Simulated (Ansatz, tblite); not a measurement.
**[Ni(SH)4]2- (NiH₄S₄ (-2)): one state, many levels**

How do method and basis change the picture of [Ni(SH)4]2- (NiH₄S₄ (-2)) (singlet)?

The runs use Ansatz 0.2.0, Gaussian basis; as each input shows.

The runs, in order: GFN1-xTB, GFN2-xTB, PBE-D4/def2-TZVPD, r2SCAN-D4/def2-TZVPD, CAM-B3LYP-D4/def2-TZVPD, HSE06-D4/def2-TZVPD, PBE-D4/def2-SVPD, PBE0-D4/def2-SVPD, HF/6-31G, B3LYP-D4/6-31G, CCSD(T)/def2-SVPD, MP2/def2-TZVPD, RPA/def2-TZVPD.

2 further runs of the same task are left out: 2 set aside as unsound or not needed. Runs told in other sessions of the task aren't counted.

**1. The relaxed structure**

The geometry is that of the singlet, from an earlier relaxation (B3LYP-D4/def2-SVPD).

9 atoms, charge -2, spin multiplicity 1.

Bond lengths: Ni1–S2 2.295 Å, Ni1–S4 2.295 Å, Ni1–S6 2.295 Å, Ni1–S8 2.295 Å, S2–H3 1.357 Å, S4–H5 1.357 Å, S6–H7 1.357 Å, S8–H9 1.357 Å. Angles: S2–Ni1–S4 178.6°, S2–Ni1–S6 90.0°, S2–Ni1–S8 90.0°, S4–Ni1–S6 90.0°, S4–Ni1–S8 90.0°, S6–Ni1–S8 178.6°, Ni1–S2–H3 101.7°, Ni1–S4–H5 101.7°, Ni1–S6–H7 101.7°, Ni1–S8–H9 101.7°.

As a file:

| atom | x (Å) | y (Å) | z (Å) |
| --- | --- | --- | --- |
| Ni1 | -0.0010 | 0.0000 | -0.0011 |
| S2 | -1.6972 | 0.1638 | 1.5365 |
| H3 | -1.7996 | 1.5082 | 1.6905 |
| S4 | 1.7323 | -0.1651 | -1.4968 |
| H5 | 1.8540 | -1.5102 | -1.6293 |
| S6 | 0.1405 | 2.2893 | -0.0882 |
| H7 | 1.1484 | 2.4689 | -0.9790 |
| S8 | -0.1805 | -2.2879 | 0.0431 |
| H9 | -1.1968 | -2.4669 | 0.9244 |

Formally the metal is d8. No spin-orbit coupling is included. The ion is computed in the gas phase, without counter-ions or solvent.

PBE0-D4/def2-TZVPD was run before; its log isn't repeated, and its numbers join the tables.

**2. GFN1-xTB**

Tight binding, by tblite at 300 K electronic temperature and without a spin-polarisation term:

```python
tblite.interface.Calculator('GFN1-xTB', numbers, positions, charge=-2, uhf=0).singlepoint()
```

Energy -583.0375 eV, HOMO 0.91 eV, LUMO 2.26 eV; 0.008 s.

**3. GFN2-xTB**

Tight binding, by tblite at 300 K electronic temperature and without a spin-polarisation term:

```python
tblite.interface.Calculator('GFN2-xTB', numbers, positions, charge=-2, uhf=0).singlepoint()
```

Energy -550.1791 eV, HOMO -1.24 eV, LUMO -0.24 eV; 0.006 s.

**4. PBE-D4/def2-TZVPD**

start.molden holds the orbitals of an earlier run on this state, given as this run's starting guess.

Input file in.yaml:

```yaml
crystal:
  periodic: [false, false, false]
  atoms:
    - {symbol: Ni, position_ang: [-0.001023, -0.000033, -0.001150]}
    - {symbol: S, position_ang: [-1.697244, 0.163789, 1.536506]}
    - {symbol: H, position_ang: [-1.799603, 1.508240, 1.690483]}
    - {symbol: S, position_ang: [1.732327, -0.165095, -1.496822]}
    - {symbol: H, position_ang: [1.853951, -1.510236, -1.629312]}
    - {symbol: S, position_ang: [0.140483, 2.289270, -0.088228]}
    - {symbol: H, position_ang: [1.148424, 2.468859, -0.979047]}
    - {symbol: S, position_ang: [-0.180480, -2.287878, 0.043116]}
    - {symbol: H, position_ang: [-1.196845, -2.466916, 0.924445]}
basis:
  gaussian: {orbitals: def2-TZVPD, initial_orbitals: start.molden}
total_charge: -2
hamiltonian: {xc: pbe, dispersion: d4}
scf: {omitted_lower_state_checks: [starts]}
output: {orbitals: {seedname: orbitals}}
```

On the command line:

```sh
> ansatz run in.yaml --threads 4 --pin off --events-out ev --progress --plain --max-ram 8704MiB
```

After this run come: r2SCAN-D4/def2-TZVPD; CAM-B3LYP-D4/def2-TZVPD; HSE06-D4/def2-TZVPD; PBE-D4/def2-SVPD; PBE0-D4/def2-SVPD; HF/6-31G; B3LYP-D4/6-31G; CCSD(T)/def2-SVPD; MP2/def2-TZVPD; RPA/def2-TZVPD.

**Question.** What will the summary of the whole plan be? Wanted: gap in def2-TZVPD, named functionals, smallest and largest; correlation energy, CCSD(T)/def2-SVPD; correlation energy, MP2/def2-TZVPD; PBE0 total energy, smallest basis above largest.

As calculated:

```
                                                  quantity                                     value
gap in def2-TZVPD, named functionals, smallest and largest  0.87 eV (PBE-D4), 5.40 eV (CAM-B3LYP-D4)
                     correlation energy, CCSD(T)/def2-SVPD                                 -31.13 eV
                        correlation energy, MP2/def2-TZVPD                                 -37.52 eV
           PBE0 total energy, smallest basis above largest          19.85 eV (def2-SVPD, def2-TZVPD)
```

**Reading.** Orbital gaps of the named functionals in def2-TZVPD span 0.87 eV (PBE-D4) to 5.40 eV (CAM-B3LYP-D4); exact exchange widens it. All 5 functionals in this basis put the HOMO above zero: at these levels the basis alone holds the outermost electron. Notes on CCSD(T)/def2-SVPD and its Hartree-Fock reference, which MP2 shares: restricted state is unstable towards broken spin symmetry.
